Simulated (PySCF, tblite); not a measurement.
# C6H14Si2: geometry, infrared bands and NMR shifts

What infrared bands and NMR shifts should C6H14Si2 (`C#C[SiH2]CC(C)(C)[SiH3]`) show?

Computed with tblite 0.8.0 and PySCF 2.14.0, with density-fitted response routines of our own, on a single molecule in the gas phase. Atoms are numbered from 0 throughout.

## 1. Starting geometry

22 atoms, charge 0, multiplicity 1; geometry from: force field or distance geometry start.

Bonds of the start (Å): C0–C1 1.22, C1–Si2 1.86, Si2–C3 1.88, C3–C4 1.57, C4–C5 1.55, C4–C6 1.55, C4–Si7 1.99, C0–H8 1.06, Si2–H9 1.48, Si2–H10 1.49, C3–H11 1.10, C3–H12 1.10, C5–H13 1.09, C5–H14 1.11, C5–H15 1.10, C6–H16 1.10, C6–H17 1.09, C6–H18 1.10, Si7–H19 1.49, Si7–H20 1.48, Si7–H21 1.48.

## 2. Geometry optimisation with GFN2-xTB

The job: settings as JSON, then the geometry in Å.

```
{"job": {"kind": "relax", "xc": "GFN2-xTB", "basis": "xTB"}, "charge": 0, "multiplicity": 1}
C      4.634000     0.797800    -0.419000
C      3.459000     0.795200    -0.733100
Si     1.659200     0.771100    -1.195400
C      0.618500    -0.132700     0.086800
C     -0.918900    -0.363500    -0.098100
C     -1.423400    -1.224700     1.085300
C     -1.213100    -1.146400    -1.408800
Si    -1.931500     1.346300    -0.097700
H      5.661900     0.807800    -0.148000
H      1.478900     0.107400    -2.510400
H      1.155200     2.167400    -1.323200
H      0.778800     0.379000     1.049500
H      1.088900    -1.123000     0.219000
H     -2.489200    -1.429600     1.014400
H     -1.242000    -0.716500     2.049800
H     -0.904500    -2.189500     1.128100
H     -2.273700    -1.416200    -1.471100
H     -0.974600    -0.578000    -2.304500
H     -0.636900    -2.077400    -1.432200
H     -3.382700     1.026300    -0.089000
H     -1.591700     2.108500    -1.322800
H     -1.562500     2.110200     1.113900
```

Run with:

```
> OMP_NUM_THREADS=1 python probes_run.py task.json out
```

This one command runs all jobs of the session in turn.

**Question.** This job is followed by: GFN2-xTB harmonic vibrations, gas phase; GIAO PBE0/pcSseg-1 NMR shielding, non-relativistic, gas phase. Predict these results of the whole session: strongest single infrared mode (GFN2-xTB); zero-point energy (GFN2-xTB); 13C shifts against TMS (PBE0/pcSseg-1, means over atoms taken as alike); 1H shifts against TMS (PBE0/pcSseg-1, means over atoms taken as alike); 29Si shifts against TMS (PBE0/pcSseg-1).

As calculated:

| quantity | value |
| --- | --- |
| strongest single infrared mode (GFN2-xTB) | 731 cm⁻¹, 430 km/mol |
| zero-point energy (GFN2-xTB) | 106.1 kcal/mol |
| 13C shifts against TMS (PBE0/pcSseg-1, means over atoms taken as alike) | 104.0, 87.3, 33.0, 31.6, 21.1 ppm |
| 1H shifts against TMS (PBE0/pcSseg-1, means over atoms taken as alike) | 4.56, 3.78, 1.84, 1.21, 1.18 ppm |
| 29Si shifts against TMS (PBE0/pcSseg-1) | -52.6, -72.8 ppm |

What this shows: Over 66 steps the energy fell by 0.170 eV; of the close pairs, C4–Si7 changed most, 1.987 to 1.916 Å. No mode is imaginary among the 60: a minimum at this level. The strongest single mode, at 731 cm⁻¹, is carried by H9, H10, Si2. GFN2-xTB is a fitted tight-binding method: band positions and strengths are rough. Its intensities can rank the bands wrongly. At PBE0/pcSseg-1: The largest span, 290 ppm, is at C1, where the paramagnetic term is -159 ppm.
